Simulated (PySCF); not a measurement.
**One shape, several levels: C2H6AlCl (dimethylaluminum chloride)**

Wanted: a comparison of 6 runs (B2PLYP/cc-pVDZ, B3LYP/cc-pVDZ, BHLYP/cc-pVDZ, M06-2X/cc-pVDZ, M06-L/cc-pVDZ, revPBE/cc-pVDZ) of C2H6AlCl (dimethylaluminum chloride). The job is set up through a Python script.

The calculation is run with PySCF 2.14.0.

1 further run of the same task is left out (set aside as unsound or not needed). Runs told in other sessions of the task aren't counted.

## (1) The system as given

C2H6AlCl: 10 atoms, total charge 0, spin state singlet. As SMILES, `[CH3][Al]([CH3])[Cl]`. The Al2–Cl4 distance was set to 2.748 Å, away from the relaxed value.

Bond lengths: C1–Al2 1.942 Å, Al2–C3 1.942 Å, C1–H5 1.092 Å, C1–H6 1.095 Å, C1–H7 1.095 Å, C3–H8 1.095 Å, C3–H9 1.093 Å, C3–H10 1.094 Å. Some angles: C1–Al2–C3 125.8°, Al2–C1–H5 112.5°, Al2–C1–H6 110.7°, Al2–C1–H7 110.7°, Al2–C3–H8 110.7°, Al2–C3–H9 112.6°, Al2–C3–H10 110.7°, H5–C1–H6 108.1°, H5–C1–H7 108.1°, H6–C1–H7 106.4°.

## (2) The energy at B2PLYP/cc-pVDZ (run 1)

Input file calc.py:

```python
from pyscf import gto, dft, mp

mol = gto.M(
    atom='''
C       -0.259709       1.835664      -0.661311
Al       0.005691       0.030864       0.005489
C        1.000191      -0.454736       1.601389
Cl      -1.112300      -2.038200      -1.415400
H       -0.863409       1.861264      -1.570411
H       -0.752209       2.458864       0.092489
H        0.701791       2.313064      -0.878111
H        0.360391      -0.993736       2.307189
H        1.416691       0.414164       2.116689
H        1.824891      -1.130036       1.353089
''',
    basis='cc-pvdz',
    max_memory=1860,
    verbose=3,
    charge=0,
)

myscf = dft.RKS(mol)
myscf.xc = '0.53*HF + 0.47*B88, 0.73*LYP'
myscf.grids.level = 5
myscf.conv_tol = 1e-10
myscf.kernel()
if not myscf.converged:
    myscf = myscf.newton().run(myscf.mo_coeff, myscf.mo_occ)

pt = mp.MP2(myscf, frozen=12).run()
energy = myscf.e_tot + 0.27 * pt.e_corr
print('PT2 part  %.8f' % (0.27 * pt.e_corr))
print('E = %.10f Eh' % energy)
```

On the command line:

```sh
$ OMP_NUM_THREADS=1 python calc.py
```

The program printed:

```text
converged SCF energy = -781.965398184765
E(RMP2) = -782.564401437692  E_corr = -0.599003252927232
E(SCS-RMP2) = -782.563320191328  E_corr = -0.597922006563358
PT2 part  -0.16173088
E = -782.1271290631 Eh
```

Wall time 25 s (1 thread of Arm Neoverse V2, shared host); peak memory 0.48 GiB.

## (3) A single-point energy at B3LYP/cc-pVDZ (run 2)

Input file input.py:

```python
from pyscf import gto, dft

mol = gto.M(
    atom='''
C     -0.490779     3.468902    -1.249697
Al     0.010754     0.058325     0.010373
C      1.890087    -0.859326     3.026187
Cl    -2.101942    -3.851640    -2.674718
H     -1.631607     3.517279    -2.967647
H     -1.421469     4.646580     0.174779
H      1.326193     4.371057    -1.659389
H      0.681040    -1.877889     4.359955
H      2.677158     0.782657     3.999963
H      3.448544    -2.135459     2.556968
''',
    unit='bohr',
    charge=0,
    verbose=4,
    basis='cc-pvdz',
    max_memory=1860,
    spin=0,
)

mf = dft.RKS(mol, xc='b3lyp')
mf.conv_tol = 1e-10
mf.grids.level = 5
mf.kernel()
if not mf.converged:
    mf = mf.newton().run(mf.mo_coeff, mf.mo_occ)

energy = mf.e_tot
print('E = %.10f Eh' % energy)
```

On the command line:

```sh
$ OMP_NUM_THREADS=1 python input.py
```

The program printed:

```text
PySCF version 2.14.0

[... 80 lines left out ...]
converged SCF energy = -782.534591478247
E = -782.5345914782 Eh
```

Wall time 27 s (1 thread of Arm Neoverse V2, shared host); peak memory 0.48 GiB.

## (4) A single-point energy at BHLYP/cc-pVDZ (run 3)

Input file run.py:

```python
from pyscf import gto, dft

molecule = gto.Mole()
molecule.atom = '''
C     -0.490779     3.468902    -1.249697
Al     0.010754     0.058325     0.010373
C      1.890087    -0.859326     3.026187
Cl    -2.101942    -3.851640    -2.674718
H     -1.631607     3.517279    -2.967647
H     -1.421469     4.646580     0.174779
H      1.326193     4.371057    -1.659389
H      0.681040    -1.877889     4.359955
H      2.677158     0.782657     3.999963
H      3.448544    -2.135459     2.556968
'''
molecule.max_memory = 1860
molecule.unit = 'bohr'
molecule.basis = 'cc-pvdz'
molecule.verbose = 4
molecule.charge = 0
molecule.build()

mf = dft.RKS(molecule)
mf.xc = 'bhandhlyp'
mf.grids.level = 5
mf.conv_tol = 1e-10
mf.kernel()
if not mf.converged:
    mf = mf.newton().run(mf.mo_coeff, mf.mo_occ)

energy = mf.e_tot
print('Final energy', energy)
```

On the command line:

```sh
$ OMP_NUM_THREADS=1 python run.py
```

The program printed:

```text
PySCF version 2.14.0

[... 78 lines left out ...]
converged SCF energy = -782.443060369572
Final energy -782.4430603695724
```

It took 25 s on 1 thread of Arm Neoverse V2, shared host; peak memory 0.48 GiB.

Runs 4 to 5 aren't shown in full; the table further down has their settings and results.

## (5) A single-point energy at revPBE/cc-pVDZ (run 6)

Input file run.py:

```python
from pyscf import gto, dft

mol = gto.M(
    atom='''
C   -0.259709   1.835664  -0.661311
Al   0.005691   0.030864   0.005489
C    1.000191  -0.454736   1.601389
Cl  -1.112300  -2.038200  -1.415400
H   -0.863409   1.861264  -1.570411
H   -0.752209   2.458864   0.092489
H    0.701791   2.313064  -0.878111
H    0.360391  -0.993736   2.307189
H    1.416691   0.414164   2.116689
H    1.824891  -1.130036   1.353089
''',
    verbose=4,
    basis='cc-pvdz',
    max_memory=1860,
)

calc0 = dft.RKS(mol, xc='revpbe')
calc0.grids.level = 5
calc0.conv_tol = 1e-10
calc0.kernel()
if not calc0.converged:
    calc0 = calc0.newton().run(calc0.mo_coeff, calc0.mo_occ)

e_final = calc0.e_tot
print('E(%s) = %.9f' % ('REVPBE', e_final))
```

On the command line:

```sh
$ OMP_NUM_THREADS=1 python run.py
```

The program printed:

```text
PySCF version 2.14.0

[... 82 lines left out ...]
converged SCF energy = -782.332944707118
E(REVPBE) = -782.332944707
```

It took 26 s on 1 thread of Arm Neoverse V2, shared host; peak memory 0.48 GiB.

## (6) The series

```csv
run,level,frozen core orbitals,energy (Eh),dipole moment (D),HOMO energy (eV),LUMO energy (eV),wall time
1,B2PLYP/cc-pVDZ,12,-782.127129,5.67,-8.49,-0.37,25 s
2,B3LYP/cc-pVDZ,–,-782.534591,5.40,-7.02,-1.58,27 s
3,BHLYP/cc-pVDZ,–,-782.443060,5.67,-8.54,-0.64,25 s
4,M06-2X/cc-pVDZ,–,-782.409581,5.64,-8.60,-0.85,48 s
5,M06-L/cc-pVDZ,–,-782.479531,5.72,-6.22,-1.78,51 s
6,revPBE/cc-pVDZ,–,-782.332945,5.27,-5.91,-2.04,26 s
```

## (7) Results

| quantity | value |
| --- | --- |
| run 6: total energy | -782.33294 Eh |
| run 6: dipole moment | 5.27 D |
| run 6: HOMO energy | -5.91 eV |
| run 6: LUMO energy | -2.04 eV |
| run 6: HOMO–LUMO gap | 3.87 eV |

**Reading.** The dipole moment (its size) runs from 5.27 D (revPBE/cc-pVDZ) to 5.72 D (M06-L/cc-pVDZ). The HOMO–LUMO gap runs from 3.87 eV (revPBE/cc-pVDZ) to 8.12 eV (B2PLYP/cc-pVDZ). A double hybrid's value is that of its SCF part. Totals of different functionals can't be ranked against each other. All runs together took 3.3 min, the longest 51 s.
